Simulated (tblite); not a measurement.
# How the settings of tblite move a run on RuIBr

Simulated with tblite 0.8.0. This is a test of settings. The cell was built from a prototype and was relaxed with r2SCAN in plane waves (Ansatz 0.2.0). It may be hypothetical. It is a single sheet, repeated along a and b, with vacuum along c. All runs are without spin polarisation.

The sheet's in-plane cell has a = 3.739 Å, b = 3.739 Å (γ = 120.0°), and its outermost atoms lie 3.24 Å apart along the normal. Ru is surrounded by 3 I at 2.54 Å and 3 Br at 2.87 Å; Br is surrounded by 3 Ru at 2.87 Å; I is surrounded by 3 Ru at 2.54 Å.

The base run uses GFN2-xTB on a cluster of 27 atoms.

```python
import json
from ase import Atoms
from ase.build import make_supercell
from ase.units import Bohr, GPa, Hartree
from tblite.interface import Calculator

atoms = Atoms(['Ru', 'Br', 'I'],
              cell=[[3.73898726, 0.0, 0.0], [-1.86949363, 3.23805795, 0.0], [0.0, 0.0, 30.96498536]],
              scaled_positions=[[0.333333333, 0.666666667, 0.284693722], [0.666666667, 0.333333333, 0.345869889], [0.666666667, 0.333333333, 0.241389006]],
              pbc=True)
cluster = make_supercell(atoms, [[3, 0, 0], [0, 3, 0], [0, 0, 1]])
calc = Calculator('GFN2-xTB', cluster.numbers, cluster.positions / Bohr, lattice=cluster.cell[:] / Bohr, periodic=cluster.pbc)
calc.set('temperature', 0.02 / Hartree)
calc.set('max-iter', 150)
res = calc.singlepoint()
levels = res.get('orbital-energies') * Hartree
nv = round(res.get('orbital-occupations').sum() / 2)
cells = len(cluster) // len(atoms)
out = {'energy_per_cell': res.get('energy') * Hartree / cells, 'homo': levels[nv - 1], 'lumo': levels[nv],
       'stress': (-res.get('virial') * Hartree / cluster.get_volume() / GPa).tolist(), 'charges': res.get('charges')[:len(atoms)].tolist(), 'electrons': 2 * nv / cells}
json.dump(out, open('results.json', 'w'))
for key, value in out.items():
    print(key, value)
```

Command: `python run.py`. It took 0.99 s on 1 thread of Arm Neoverse V2, on a shared host, peak memory 0.097 GiB.

It converged with a gap of 0.46 eV. xTB was fitted to molecules, so gaps, charges and pressures of solids can be far off.

Each further run moved one setting: mixer-damping (damping of the charge mixer); accuracy (scale of the thresholds); temperature (electronic temperature in eV); cluster (size of the cluster in conventional cells). Changes are from the base run, which isn't itself converged in every setting; energies of another Hamiltonian, functional, basis or charge aren't compared, and those at a high electronic temperature are mostly its entropy term.

```csv
setting,how it ended,gap change (eV),energy change (meV/atom),pressure change (GPa),time (s)
mixer-damping = 0.7,converged,0.00,0.0,–,1.2
accuracy = 0.01,converged,0.00,0.0,–,1.1
temperature = 0.001,converged,0.00,0.0,–,0.99
accuracy = 1000.0 (poor on purpose),converged,0.00,0.5,–,0.82
cluster = 1x1x1 (poor on purpose),converged,-0.35,3845.2,–,0.51
cluster = 4x4x1,converged,0.08,-39.1,–,2
```

mixer-damping = 0.7 changes nothing that matters here. accuracy = 0.01 changes nothing that matters here. temperature = 0.001 changes nothing that matters here. accuracy = 1000.0 changes nothing that matters here.

Spin-orbit coupling is left out, which matters wherever the heavy atoms make up the band edges.
